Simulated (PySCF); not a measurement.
# How the numerical set-up moves the result for InB⁻

Aim: see how much the energy and properties of InB⁻ depend on the numerical set-up.

Method: each script names its method and basis; program: PySCF 2.14.0.

5 further runs of the same task are left out: 2 for a known fault of the program, 3 that didn't finish.

## (1) Where the work starts

InB⁻: 2 atoms, charge -1, spin multiplicity 2.

Bond lengths: In1–B2 2.075 Å.

## (2) Base script

Contents of input.py:

```python
from pyscf import gto, dft

mol = gto.M(
    atom='In 0 0 0; B 0 0 2.075',
    basis='def2-svp',
    ecp={'In': 'def2-svp'},
    charge=-1,
    spin=1,
    verbose=4,
)
mf = dft.ROKS(mol, xc='tpssh')
mf.kernel()
g = mf.nuc_grad_method()
g.grid_response = True
g.kernel()
mf.dip_moment()
print('orbital energies (hartree):', mf.mo_energy[..., max(0, mol.nelec[1]-3):mol.nelec[0]+3].round(4))
```

Started as:

```sh
$ OMP_NUM_THREADS=1 python input.py
```

The log of this run is left out.

It gives: E(SCF) = -214.755770 Eh, 13 cycles, gradient on the second atom -0.0193 Eh/bohr.

The bond length is a typed value, not an optimised one. The dipole of an ion depends on the origin.

## (3) Cartesian functions on

Run 1 changes Cartesian functions: off → on.

Contents of input.py:

```python
from pyscf import gto, dft

mol = gto.M(
    atom='In 0 0 0; B 0 0 2.075',
    basis='def2-svp',
    ecp={'In': 'def2-svp'},
    charge=-1,
    spin=1,
    cart=True,
    verbose=4,
)
mf = dft.ROKS(mol, xc='tpssh')
mf.kernel()
g = mf.nuc_grad_method()
g.grid_response = True
g.kernel()
mf.dip_moment()
print('orbital energies (hartree):', mf.mo_energy[..., max(0, mol.nelec[1]-3):mol.nelec[0]+3].round(4))
```

Started as:

```sh
$ OMP_NUM_THREADS=1 python input.py
```

## (4) Def2-svpd

Run 2 changes basis set: def2-svp → def2-svpd.

Changes to input.py since step 2:

```diff
@@ -4,4 +4,4 @@
     atom='In 0 0 0; B 0 0 2.075',
-    basis='def2-svp',
-    ecp={'In': 'def2-svp'},
+    basis='def2-svpd',
+    ecp={'In': 'def2-svpd'},
     charge=-1,
```

## (5) Crenbl

Run 3 changes basis set: def2-svp → crenbl. The core potential changes with it: totals don't compare.

Changes to input.py since step 2:

```diff
@@ -4,4 +4,4 @@
     atom='In 0 0 0; B 0 0 2.075',
-    basis='def2-svp',
-    ecp={'In': 'def2-svp'},
+    basis='crenbl',
+    ecp={'In': 'crenbl', 'B': 'crenbl'},
     charge=-1,
```

Before running it: what results should come out? Wanted: for each run, E(SCF); from base.

**Answer**, as computed:

| run | E(SCF) (hartree) | from base (eV) | cycles | functions |
| --- | --- | --- | --- | --- |
| base | -214.755770 | 0 | 13 | 40 |
| Cartesian functions on | -214.747932 | +0.2133 | 12 | 43 |
| def2-svpd | -214.758029 | -0.0615 | 13 | 52 |
| crenbl | -60.933181 | not comparable | 15 | 48 |

What this shows: Of the runs whose energies can be compared, “Cartesian functions on” moves the SCF energy most (+0.213 eV). def2-svpd (52 functions) gives an energy 0.06 eV lower than def2-svp (40).
